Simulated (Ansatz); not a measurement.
# InSb3 in Ansatz: the effect of functional

InSb3:

```
CELL_PARAMETERS angstrom
0.00000 3.86898 3.86898
3.86898 0.00000 3.86898
3.86898 3.86898 0.00000
ATOMIC_POSITIONS crystal
Sb 0.50000 0.50000 0.50000
Sb 0.75000 0.75000 0.75000
Sb 0.25000 0.25000 0.25000
In 0.00000 0.00000 0.00000
```

The cell comes from a database or a generator and needn't be the stable form of this composition.

The cell isn't the ideal one: volume scaled by 1.06.

Alike in all runs:

| Property | Result |
| --- | --- |
| Program | Ansatz 0.2.0 |
| Task | single point |
| Potentials or basis | Ansatz PAW |
| k mesh | 6 × 6 × 6 |
| Occupations | fermi-dirac, width 0.05 eV |
| Spin | no spin polarisation |

```tsv
functional	cutoff	pressure (GPa)
LDA	420 eV (not typed: the program's choice for these potentials)	?
r2SCAN	500 eV (not typed: the program's choice for these potentials)	-3.6
PBE	420 eV (not typed: the program's choice for these potentials)	-2.7
```

What does the run with functional LDA give?

Pressure -6.3 GPa.

Caveats: the PAW data sets come from PBE, with cores solved anew for the run's functional, which leaves a small shift of forces and pressure (some runs).
